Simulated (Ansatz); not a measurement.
# ZnH2: up Jacob's ladder to CCSD(T)

An exercise on one series of results from a longer session: the logs are not shown, and one member is left open.

Program: Ansatz 0.2.0, Gaussian basis. Level of theory: functionals in def2-TZVPP, the program's frozen cores in correlated methods. These are calculated values, not measurements.

The runs, in order: LDA (SPW92), PBE-D4, revPBE-D4, BLYP-D4, r2SCAN-D4, B97M-V, PBE0-D4, B3LYP-D4, r2SCANh-D4, r2SCAN0-D4, HSE06-D4, BHLYP-D4, CAM-B3LYP-D4, LC-ωPBE, ωB97X-V, ωB97M-V, B2PLYP, PBE-QIDH; CCSD(T)/def2-SVP; CCSD(T)/def2-TZVPP; CCSD(T)/def2-QZVPP; extrapolation to the limit; RPA on PBE.

**Structure used throughout**

An earlier PBE0-D4 in a triple-zeta def2 set relaxation fixed the geometry.

SMILES `[ZnH2]`, 3 atoms, charge 0, spin multiplicity 1.

Atoms are counted from 1 here; the program's logs count them from 0.

Bond lengths: Zn1–H2 1.544 Å, Zn1–H3 1.544 Å. Angles: H2–Zn1–H3 180.0°.

Geometry (Å):

```
Zn   -0.00367   -0.02160   -0.00443
H     0.59060    1.32416    0.46549
H    -0.59793   -1.36736   -0.47436
```

Set-up of the first run:

Contents of in.yaml:

```yaml
crystal:
  periodic: [false, false, false]
  atoms:
    - {symbol: Zn, position_ang: [-0.003667, -0.021601, -0.004433]}
    - {symbol: H, position_ang: [0.590601, 1.324162, 0.465489]}
    - {symbol: H, position_ang: [-0.597935, -1.367361, -0.474356]}
basis:
  gaussian: {orbitals: def2-TZVPP}
hamiltonian: {xc: lda}
output: {orbitals: {seedname: orbitals}}
```

Steps of the session up to this table: LDA; PBE-D4 (GGA); revPBE-D4 (GGA); BLYP-D4 (GGA); r2SCAN-D4 (meta-GGA); B97M-V (meta-GGA); PBE0-D4 (hybrid); B3LYP-D4 (hybrid); r2SCANh-D4 (hybrid); r2SCAN0-D4 (hybrid); HSE06-D4 (hybrid); BHLYP-D4 (hybrid); CAM-B3LYP-D4 (range-separated); LC-ωPBE-D4 (range-separated; the results give it without D4); ωB97X-V (range-separated); ωB97M-V (range-separated); B2PLYP (double hybrid); PBE-QIDH (double hybrid).

One table of the session follows, with a row left open; its other results are not shown here.

It belongs to the step «Frontier levels by functional». 

| functional | HOMO (eV) | gap (eV) |
| --- | --- | --- |
| LDA (SPW92) | -6.91 | 5.34 |
| PBE-D4 | -6.86 | 5.45 |
| revPBE-D4 | -6.83 | 5.49 |
| BLYP-D4 | -6.79 | 5.39 |
| r2SCAN-D4 | -7.16 | 6.20 |
| B97M-V | -7.21 | 5.87 |
| PBE0-D4 | -8.01 | 7.33 |
| B3LYP-D4 | -7.85 | 6.89 |
| r2SCANh-D4 | -7.58 | 6.86 |
| r2SCAN0-D4 | -8.21 | 7.83 |
| HSE06-D4 | ? | ? |
| BHLYP-D4 | -9.12 | 9.03 |
| CAM-B3LYP-D4 | -9.42 | 9.47 |
| LC-ωPBE | -10.82 | 11.94 |
| ωB97X-V | -10.43 | 11.46 |
| ωB97M-V | -10.22 | 10.91 |

Estimate the missing values for HSE06-D4.

As computed: HOMO (eV): -7.60; gap (eV): 6.58. In the column «HOMO (eV)» it lies between B3LYP-D4 (-7.85) and r2SCANh-D4 (-7.58).
